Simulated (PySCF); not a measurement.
**TaS₂⁺: singlet, from a bent start**

The task is one start of a wider search on TaS₂⁺: the singlet, from a bent start. It is relaxed, tested by its Hessian and followed downhill if it is a saddle.

Computed with PySCF 2.14.0. Level: PBE0, basis Ta def2-TZVP with ECP60, S def2-TZVP, scalar-relativistic core potentials, no spin–orbit coupling, density fitting.

### Step 1. The system as given

3 atoms, charge 1, spin multiplicity 1.

Bond lengths: Ta1–S2 2.156 Å, Ta1–S3 2.156 Å. Angles: S2–Ta1–S3 110.0°.

```xyz
3
charge 1 multiplicity 1
Ta    0.0000    0.0000   -0.3229
S     1.7661    0.0000    0.9137
S    -1.7661    0.0000    0.9137
```

### Step 2. Relaxing the singlet from the bent start

The steps below are one call of a driver around PySCF. For each, scf.py gives the equivalent set-up of the SCF; relaxations use the driver's own optimiser. Before each start the driver seeks the lowest SCF state from one or more starting densities and follows internal instabilities, so scf.py alone need not reach the same state.

The program finds C2v symmetry in the start, which this walk keeps. The walk stops when the largest gradient is under 0.0003 Eh/bohr and the energy has settled too.

The input, scf.py:

```python
from pyscf import gto, scf, dft
mol = gto.M(atom='''
Ta     0.000000     0.000000    -0.322890
S      1.766100    -0.000000     0.913710
S     -1.766100     0.000000     0.913710''',
    basis={'Ta': 'def2-TZVP', 'S': 'def2-TZVP'},
    ecp={'Ta': 'def2-TZVP'},
    charge=1, spin=0)
mf = dft.RKS(mol, xc='PBE0')
mf.grids.atom_grid = (50, 194)
aux = {'Ta': 'def2-universal-JKFIT', 'S': 'def2-universal-JKFIT'}
mf = mf.density_fit(auxbasis=aux)
mf.kernel()
```

Energy and gradient, step by step:

```
step  energy (Eh)  change (kJ/mol)  largest symmetric gradient (Eh/bohr)
   0  -852.868054             0.00                               0.02267
   1  -852.870708            -6.97                               0.00361
   2  -852.871028            -7.81                               0.00090
   3  -852.871030            -7.81                               0.00010
```

The walk took 6.1 s on 4 threads, shared host.

Geometry (Å) and forces (eV/Å) at some steps:

```
step 0
Ta   0.000   0.000  -0.323   0.000   0.000   0.897
S    1.766   0.000   0.914  -1.166   0.000  -0.449
S   -1.766   0.000   0.914   1.166   0.000  -0.449
step 1
Ta   0.000   0.000  -0.335   0.000   0.000  -0.167
S    1.708   0.000   0.920  -0.186   0.000   0.083
S   -1.708   0.000   0.920   0.186   0.000   0.083
step 2
Ta   0.000   0.000  -0.361   0.000   0.000   0.046
S    1.675   0.000   0.933  -0.007   0.000  -0.023
S   -1.675   0.000   0.933   0.007   0.000  -0.023
step 3
Ta   0.000   0.000  -0.359   0.000   0.000  -0.005
S    1.677   0.000   0.932   0.002   0.000   0.003
S   -1.677   0.000   0.932  -0.002   0.000   0.003
```

After 3 steps and 7.8 kJ/mol it ends at C2v: Ta–S 2.116 Å (×2); S–Ta–S 104.9°.

### Step 3. Is it a minimum? Harmonic modes

On the finer grid the gradient is checked again; gradients at displacements of ±0.01 bohr then give force constants and infrared intensities.

scf.py, as its differences from that of step 2:

```diff
@@ -3,3 +3,3 @@
-Ta     0.000000     0.000000    -0.322890
-S      1.766100    -0.000000     0.913710
-S     -1.766100     0.000000     0.913710''',
+Ta     0.000000    -0.000000    -0.335384
+S      1.678910    -0.000000     0.952462
+S     -1.678910     0.000000     0.952462''',
@@ -10 +10 @@
-mf.grids.atom_grid = (50, 194)
+mf.grids.atom_grid = (75, 302)
```

This SCF starts from the last density.

SCF at the final geometry:

```text
init E= -852.871124478585
  HOMO = -0.456326423501016  LUMO = -0.359848159455902  gap/eV = 2.62531
cycle= 1 E= -852.871124473055  delta_E= 5.53e-09  |g|= 0.00014  |ddm|= 0.000171
  HOMO = -0.456331329562722  LUMO = -0.359844823808755  gap/eV = 2.62553
cycle= 2 E= -852.871124437112  delta_E= 3.59e-08  |g|= 0.000355  |ddm|= 0.000427
  HOMO = -0.456328551850128  LUMO = -0.359850472542399  gap/eV = 2.62530
cycle= 3 E= -852.871124479415  delta_E= -4.23e-08  |g|= 3.2e-05  |ddm|= 0.000308
  HOMO = -0.456328726473652  LUMO = -0.359848006048858  gap/eV = 2.62537
cycle= 4 E= -852.871124479684  delta_E= -2.69e-10  |g|= 8.89e-06  |ddm|= 2.41e-05
  HOMO = -0.456328318166692  LUMO = -0.359848175204718  gap/eV = 2.62536
cycle= 5 E= -852.871124479703  delta_E= -1.93e-11  |g|= 5.86e-08  |ddm|= 6.18e-06
  HOMO = -0.456328319600201  LUMO = -0.359848164021872  gap/eV = 2.62536
Extra cycle  E= -852.871124479706  delta_E= -2.84e-12  |g|= 1.36e-07  |ddm|= 1.88e-07
converged SCF energy = -852.871124479706
```

The whole step took 20 s.

Geometry: C2v; Ta–S 2.116 Å (×2); S–Ta–S 105.0°.

Modes, for the most abundant isotopes:

| symmetry | ω (cm⁻¹) | IR (km/mol) |
| --- | --- | --- |
| a1 | 202 | 0.1 |
| b2 | 561 | 45.4 |
| a1 | 582 | 1.9 |

No imaginary mode, so this is a minimum.

Properties at this point:

* Dipole moment about the centre of mass: 3.93 D
* Highest occupied level: -12.42 eV
* Lowest empty level: -9.79 eV
* Rotational constants: 0.2151, 0.09353, 0.06519 cm⁻¹
* Zero-point energy: 8.0 kJ/mol
* Principal polarisabilities: 40.1, 57.5, 102.8 bohr³
* Principal traceless quadrupole moments about the centre of mass: -3.28, 0.75, 2.53 D Å
* Entropy at 298.15 K and 1 bar: 296.1 J/(mol K)
* Heat capacity Cp at 298.15 K: 50.1 J/(mol K)
* Enthalpy at 298.15 K above 0 K: 12.31 kJ/mol
* Rotational symmetry number: 2

Populations by atom (charges in e):

| atom | Mulliken | Löwdin | polar tensor | Mayer order to Ta1 |
| --- | --- | --- | --- | --- |
| Ta1 | 1.09 | 0.38 | 1.48 | – |
| S2,3 | -0.05 | 0.31 | -0.24 | 2.48 |

Outer orbital energies (eV). occupied: -24.44, -24.01, -14.92, -14.61, -14.40, -14.18, -13.97, -12.42; empty: -9.79, -8.86, -8.37, -7.80.

Mulliken populations on Ta1 (outside its core potential): s 2.41, p 6.22, d 3.21, f 0.06.

### Step 4. Stability of the closed shell

At the lowest minimum the closed shell is tested against spin polarisation, on the (50, 194) grid. It is stable.

### Step 5. Results

```
                            quantity                             value
                             minimum                      singlet, C2v
                            geometry  Ta–S 2.116 Å (×2); S–Ta–S 105.0°
                  wavenumbers (cm⁻¹)      202 (a1), 561 (b2), 582 (a1)
      dipole moment (centre of mass)                            3.93 D
highest occupied, lowest empty level                  -12.42, -9.79 eV
          polar-tensor charge of Ta1                           +1.48 e
                   zero-point energy                        8.0 kJ/mol
                 entropy at 298.15 K                   296.1 J/(mol K)
```

In words: The molecule stays C2v, as typed, and the end point is a minimum. The strongest infrared band lies at 561 cm⁻¹ (b2, stretch). Other starts or spin states, not run here, may lie lower. With an element this heavy the missing spin–orbit coupling can shift these numbers.

The search up to here took 32 s.
